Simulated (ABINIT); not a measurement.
Runs of ABINIT 10.8.3 (patched build) on GaSb3. The structure is cubic, space group Fm-3m (No. 225). The conventional cell has a = 7.461 Å, b = 7.461 Å, c = 7.461 Å, α = 90.00°, β = 90.00°, γ = 90.00°. Sb (site symmetry m-3m) is surrounded by 8 Sb at 3.23 Å. Around Sb (site symmetry -43m) lie 4 Sb at 3.23 Å and 4 Ga at 3.23 Å. Ga (site symmetry m-3m) has 8 Sb at 3.23 Å as nearest neighbours. The cell comes from a database or a generator and needn't be the stable form of this composition.

| level | potentials or basis | cutoff (eV) | fine-grid cutoff | gap on the mesh (eV) | pressure (GPa) |
| --- | --- | --- | --- | --- | --- |
| PBEsol | PseudoDojo NC SR PBEsol v0.4.1 standard | 1088 | - | none | -3.5 |
| r2SCAN | JTH PAW PBE v2.0 | 544 | 1088.46 eV | none | -1.5 |
| PBE | JTH PAW PBE v2.0 | 463 | 925.187 eV | none | (a) |
| LDA | JTH PAW LDA v2.0 | 463 | 925.187 eV | none | -4.7 |

Alike in all rows: task band structure; no spin polarisation; cell as given; k mesh 6 × 6 × 6; smearing fermi-dirac 0.05 eV.

**Question.** Estimate the missing entries.

**Answer.** (a) -0.8.

Caveats: spin-orbit coupling is left out, which moves the levels of the heavy elements; the PAW data sets were made with another functional, which shifts forces and pressure a little (some runs).

A k mesh can miss the band edges, and the runs leave out spin-orbit coupling on Ga, Sb.

A gap of «none» marks a metal or a gap under the smearing width.
